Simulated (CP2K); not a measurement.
# GaSiH4OF (SMILES [F][GaH][O][SiH3]) at PM6

What is the energy change on altering one bond length of GaSiH4OF at PM6? 

The calculation is run with CP2K 2026.2.

1 further run of the same task is left out (it didn't finish).

### Step 1. Starting point

GaSiH4OF has 8 atoms, charge 0, and is taken as a singlet. SMILES: `[F][GaH][O][SiH3]`. The shape is that of a PBE0-D4/def2-TZVP optimisation. This is one conformer, not always the lowest.

Bond lengths: F1–Ga2 1.751 Å, Ga2–O3 1.763 Å, O3–Si4 1.639 Å, Ga2–H5 1.537 Å, Si4–H6 1.485 Å, Si4–H7 1.487 Å, Si4–H8 1.487 Å. Angles: F1–Ga2–O3 113.0°, Ga2–O3–Si4 138.2°, F1–Ga2–H5 121.9°, O3–Ga2–H5 125.1°, O3–Si4–H6 108.0°, O3–Si4–H7 111.0°, O3–Si4–H8 111.0°, H6–Si4–H7 109.1°, H6–Si4–H8 109.1°, H7–Si4–H8 108.7°.

### Step 2. The energy at PM6

Contents of qs.inp:

```
&global
  project qs
  run_type ENERGY
  print_level MEDIUM
&end global

&force_eval
  method QUICKSTEP
  &dft
    &qs
      method PM6
      eps_default 1.0E-10
      &se
        &coulomb
          cutoff [angstrom] 50
          rc_range [angstrom] 0
        &end coulomb
        &exchange
          cutoff [angstrom] 50
          rc_range [angstrom] 0
        &end exchange
      &end se
    &end qs
    # no periodic images
    &poisson
      periodic NONE
      poisson_solver ANALYTIC
    &end poisson
    &scf
      scf_guess ATOMIC
      eps_scf 1.0E-06
      max_scf 100
      &diagonalization
        algorithm STANDARD
      &end diagonalization
      &mixing
        method DIRECT_P_MIXING
        alpha 0.4
      &end mixing
    &end scf
    # extra output
    &print
      &moments
        periodic F
        reference COM
        max_moment 1
      &end moments
      &mo ON
        energies T
        occupation_numbers T
        ndigits 6
        &each
          qs_scf 0
        &end each
        add_last NUMERIC
      &end mo
      &hirshfeld OFF
      &end hirshfeld
    &end print
  &end dft
  # atoms, cell and kinds
  &subsys
    # box in angstrom
    &cell
      abc 12.6 11.9 11.4
      periodic NONE
    &end cell
    &coord
      UNIT bohr
      F      1.6196843     2.7816769     3.4888124
      Ga     2.5018084     2.3058438     0.3354264
      O      0.6088698     0.0468652    -1.2169836
      Si    -1.8005311    -1.7873030    -0.5652171
      H      4.7112762     3.7495946    -0.8751322
      H     -2.4330224    -3.2450377    -2.8784308
      H     -1.1689846    -3.5797082     1.5059227
      H     -4.0389116    -0.2717426     0.2056022
    &end coord
    &topology
      &center_coordinates
      &end center_coordinates
    &end topology
  &end subsys
&end force_eval
```

Started as:

```console
$ OMP_NUM_THREADS=1 cp2k.psmp qs.inp > qs.out
```

Standard output:

```text
CP2K| version string:                                       CP2K version 2026.2
[...]
 GLOBAL| Method name                                                        CP2K
[...]
 GLOBAL| Run type                                                         ENERGY
[...]
                             - Atoms:                                          8
[...]
                             - Spherical basis functions:                     25
[...]
 Number of electrons:                                                         24
[...]
     1 P_Mix/Diag. 0.40E+00    0.0     0.78212061       -30.4351223989 -3.04E+01
[...]
    19 DIIS/Diag.  0.14E-06    0.0     0.00000016       -34.9872850508 -2.41E-12
  *** SCF run converged in    19 steps ***
  Core-core repulsion energy [eV]:                           1138.06642077868491
  Core Hamiltonian energy [eV]:                             -1574.91532491956104
  Two-electron integral energy [eV]:                        -1030.40707895307492
  Electronic energy [eV]:                                   -2090.11886439609862
  Total energy [eV]:                                         -952.05244361741347
  Atomic reference energy [eV]:                               945.86306244290540
  Heat of formation [kcal/mol]:                              -142.73053193311284
[...]
 SE_DIPOLE| Moment [Debye]         -1.97097949      -1.16810302       1.38841749
 SE_DIPOLE| Derivative [a.u.]       0.00000000       0.00000000       0.00000000
 ENERGY| Total FORCE_EVAL ( QS ) energy [hartree]            -34.987285050849280
[...]
```

Wall time 4.5 s (1 thread of AMD EPYC (Zen 3), shared host); peak memory 0.18 GiB.

### Step 3. The distorted shape, same level

Contents of molecule.inp:

```
&GLOBAL
 PROJECT molecule
 RUN_TYPE ENERGY
 PRINT_LEVEL MEDIUM
&END

&FORCE_EVAL
 METHOD Quickstep
 &DFT
  &QS
   METHOD PM6
   EPS_DEFAULT 1.0E-10
   &SE
    &COULOMB
     CUTOFF [angstrom] 50
     RC_RANGE [angstrom] 0
    &END
    &EXCHANGE
     CUTOFF [angstrom] 50
     RC_RANGE [angstrom] 0
    &END
   &END
  &END
  &POISSON
   PERIODIC NONE
   POISSON_SOLVER ANALYTIC
  &END
  &SCF
   SCF_GUESS ATOMIC
   EPS_SCF 1.0E-06
   MAX_SCF 100
   &DIAGONALIZATION
    ALGORITHM STANDARD
   &END
   &MIXING
    METHOD DIRECT_P_MIXING
    ALPHA 0.4
   &END
  &END
  &PRINT
   &MOMENTS
    PERIODIC F
    REFERENCE COM
    MAX_MOMENT 1
   &END
   &MO ON
    ENERGIES T
    OCCUPATION_NUMBERS T
    NDIGITS 6
    &EACH
     QS_SCF 0
    &END
    ADD_LAST NUMERIC
   &END
   &HIRSHFELD OFF
   &END
  &END
 &END
 &SUBSYS
  &CELL
   ABC 12.8 12 11.3
   PERIODIC NONE
  &END
  &COORD
   UNIT bohr
   F      1.9811473     3.0568418     3.3910323
   Ga     2.8632715     2.5810087     0.2376463
   O      0.9703328     0.3220301    -1.3147637
   Si    -1.8005311    -1.7873030    -0.5652171
   H      5.0727392     4.0247595    -0.9729123
   H     -2.4330224    -3.2450377    -2.8784308
   H     -1.1689846    -3.5797082     1.5059227
   H     -4.0389116    -0.2717426     0.2056022
  &END
  &TOPOLOGY
   &CENTER_COORDINATES
   &END
  &END
 &END
&END
```

Started as:

```console
$ OMP_NUM_THREADS=1 cp2k.psmp -i molecule.inp -o molecule.out
```

Standard output:

```text
CP2K| version string:                                       CP2K version 2026.2
[...]
 GLOBAL| Method name                                                        CP2K
[...]
 GLOBAL| Run type                                                         ENERGY
[...]
                             - Atoms:                                          8
[...]
                             - Spherical basis functions:                     25
[...]
 Number of electrons:                                                         24
[...]
     1 P_Mix/Diag. 0.40E+00    0.0     0.78323546       -30.5952029116 -3.06E+01
[...]
    19 DIIS/Diag.  0.14E-06    0.0     0.00000021       -34.9663669085 -2.01E-12
  *** SCF run converged in    19 steps ***
  Core-core repulsion energy [eV]:                           1109.35335788594148
  Core Hamiltonian energy [eV]:                             -1577.21216463287442
  Two-electron integral energy [eV]:                         -967.24885053824653
  Electronic energy [eV]:                                   -2060.83658990199774
  Total energy [eV]:                                         -951.48323201605638
  Atomic reference energy [eV]:                               945.86306244290540
  Heat of formation [kcal/mol]:                              -129.60419953354662
[...]
 SE_DIPOLE| Moment [Debye]         -0.47571019       0.16125400       1.46700923
 SE_DIPOLE| Derivative [a.u.]       0.00000000       0.00000000       0.00000000
 ENERGY| Total FORCE_EVAL ( QS ) energy [hartree]            -34.966366908488062
[...]
```

Run time: 2.8 s. Hardware: 1 thread of AMD EPYC (Zen 3), shared host; peak memory 0.18 GiB.

### Step 4. What came out

At PM6:

```
                                                          quantity            value
                                         first shape: total energy     -34.98729 Eh
                                        first shape: dipole moment           2.68 D
                                          first shape: HOMO energy        -10.98 eV
                                    first shape: heat of formation  -142.7 kcal/mol
                                     distorted shape: total energy     -34.96637 Eh
                                    distorted shape: dipole moment           1.55 D
                                      distorted shape: HOMO energy        -11.24 eV
                                distorted shape: heat of formation  -129.6 kcal/mol
energy change with the O3–Si4 bond stretched from 1.639 to 1.885 Å         0.569 eV
```

In words: With the O3–Si4 bond stretched from 1.639 to 1.885 Å the energy rises by 0.57 eV (13.1 kcal/mol). The first shape isn't relaxed at this level, so the change isn't measured from a minimum.
